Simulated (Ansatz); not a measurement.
# Si4GeCl12: how energies converge with the basis set

The task here is to estimate one member of a computed series from the others.

Method: one geometry, several basis sets; program: Ansatz 0.2.0, Gaussian basis.

Levels to be run: PBE0-D4/def2-SVP; ωB97M-V/def2-SVP; PBE0-D4/def2-QZVPP; ωB97M-V/def2-QZVPP; the functionals' def2-TZVPP values are taken from earlier runs.

### The relaxed structure

An earlier PBE0-D4 in a triple-zeta def2 set relaxation fixed the geometry.

SMILES `Cl[Si](Cl)(Cl)[Ge]([Si](Cl)(Cl)Cl)([Si](Cl)(Cl)Cl)[Si](Cl)(Cl)Cl`, 17 atoms, charge 0, spin multiplicity 1.

Atoms are counted from 1 here; the program's logs count them from 0.

Bond lengths: Cl1–Si2 2.034 Å, Si2–Cl3 2.034 Å, Si2–Cl4 2.034 Å, Si2–Ge5 2.371 Å, Ge5–Si6 2.371 Å, Ge5–Si10 2.371 Å, Ge5–Si14 2.371 Å, Si6–Cl7 2.034 Å, Si6–Cl8 2.034 Å, Si6–Cl9 2.034 Å, Si10–Cl11 2.034 Å, Si10–Cl12 2.034 Å, Si10–Cl13 2.034 Å, Si14–Cl15 2.034 Å, Si14–Cl16 2.034 Å, Si14–Cl17 2.034 Å. Angles: Cl1–Si2–Cl3 109.2°, Cl1–Si2–Cl4 109.2°, Cl1–Si2–Ge5 109.8°, Cl3–Si2–Cl4 109.2°, Cl3–Si2–Ge5 109.8°, Cl4–Si2–Ge5 109.8°, Si2–Ge5–Si6 109.5°, Si2–Ge5–Si10 109.5°, Si2–Ge5–Si14 109.5°, Si6–Ge5–Si10 109.5°, Si6–Ge5–Si14 109.5°, Si10–Ge5–Si14 109.4°, Ge5–Si6–Cl7 109.8°, Ge5–Si6–Cl8 109.7°, Ge5–Si6–Cl9 109.8°, Cl7–Si6–Cl8 109.2°, Cl7–Si6–Cl9 109.2°, Cl8–Si6–Cl9 109.2° and more.

Set-up of the first run:

File in.yaml:

```yaml
crystal:
  periodic: [false, false, false]
  atoms:
    - {symbol: Cl, position_ang: [-1.951988, 0.248254, 3.025194]}
    - {symbol: Si, position_ang: [-0.238037, 0.930378, 2.167770]}
    - {symbol: Cl, position_ang: [-0.316221, 2.959178, 2.041895]}
    - {symbol: Cl, position_ang: [1.346756, 0.393531, 3.324701]}
    - {symbol: Ge, position_ang: [-0.000649, -0.000405, 0.000150]}
    - {symbol: Si, position_ang: [-0.639728, -2.282913, 0.045768]}
    - {symbol: Cl, position_ang: [-2.668522, -2.430964, 0.040073]}
    - {symbol: Cl, position_ang: [0.089930, -3.166911, 1.726287]}
    - {symbol: Cl, position_ang: [0.103993, -3.238844, -1.588591]}
    - {symbol: Si, position_ang: [-1.383564, 1.178451, -1.522465]}
    - {symbol: Cl, position_ang: [-3.186709, 1.560564, -0.661860]}
    - {symbol: Cl, position_ang: [-1.667528, 0.064368, -3.200578]}
    - {symbol: Cl, position_ang: [-0.499554, 2.938609, -2.030966]}
    - {symbol: Si, position_ang: [2.260656, 0.173820, -0.690959]}
    - {symbol: Cl, position_ang: [3.008410, 1.986894, -0.150813]}
    - {symbol: Cl, position_ang: [2.378434, -0.021720, -2.712363]}
    - {symbol: Cl, position_ang: [3.364321, -1.292280, 0.186766]}
basis:
  gaussian: {orbitals: def2-SVP}
hamiltonian: {xc: pbe0, dispersion: d4}
output: {orbitals: {seedname: orbitals}}
```

Launch:

```bash
$ ansatz run in.yaml --threads 11 --pin off --events-out ev --progress --plain --max-ram 174080MiB --backend cuda --devices 0, --max-vram 75GiB
```

Among the steps run: PBE0-D4 in def2-SVP; ωB97M-V in def2-SVP; PBE0-D4 in def2-QZVPP; ωB97M-V in def2-QZVPP.

One of the session's tables, all rows but one given; the rest of the session is left out.

It belongs to the step «Density functionals: the series». 

```
functional       basis  HOMO (eV)  LUMO (eV)
   PBE0-D4    def2-SVP      -8.58      -1.46
   PBE0-D4  def2-TZVPP      -8.59      -1.59
   PBE0-D4  def2-QZVPP      -8.62      -1.65
   ωB97M-V    def2-SVP     -10.45       0.44
   ωB97M-V  def2-TZVPP     -10.52       0.25
   ωB97M-V  def2-QZVPP          ?          ?
```

Estimate the missing values for ωB97M-V, def2-QZVPP.

**Answer.** HOMO (eV): -10.55; LUMO (eV): 0.16. In the column «HOMO (eV)» it is the lowest.
